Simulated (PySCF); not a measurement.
# C4H3F3: the cost of one run

Computed with PySCF 2.14.0, with density-fitted response routines of our own, on a single molecule in the gas phase. Atoms count from 0, in the outputs and in this text.

### Step 1. The starting structure

10 atoms, charge 0, multiplicity 1; geometry from: GFN2-xTB. The atoms were then displaced at random by about 0.01 Å, so the start is not that level's minimum.

Bonds of the start (Å): C0–C1 1.20, C1–C2 1.46, C2–F3 1.37, C2–C4 1.52, C4–F5 1.34, C4–F6 1.36, C0–H7 1.07, C2–H8 1.12, C4–H9 1.08.

### Step 2. Optimising the geometry at PBE0-D3(BJ)/def2-SVP

Job settings and geometry (Å):

```
{"job": {"xc": "PBE0", "basis": "def2-SVP", "d3": "d3bj", "grid": 1, "shake": 0.01, "kind": "geom"}, "charge": 0, "multiplicity": 1}
C      2.110900     0.931580    -0.132280
C      1.162100     0.191740    -0.133160
C      0.022550    -0.722960    -0.173060
F      0.147080    -1.536540    -1.274090
C     -1.284740     0.054330    -0.256400
F     -2.333790    -0.743950     0.010420
F     -1.298320     1.030480     0.692390
H      2.919230     1.625370    -0.121550
H      0.036800    -1.367710     0.739690
H     -1.431380     0.516730    -1.225870
```

Started as:

```sh
OMP_NUM_THREADS=1 python probes_run.py task.json out
```

The driver reads the jobs from task.json and runs them one after another.

**Question.** How long does this first job take on 1 thread of Intel Xeon Platinum 8488C, shared host, and how much memory does it need?

About 37 s, with a peak of 0.47 GiB.
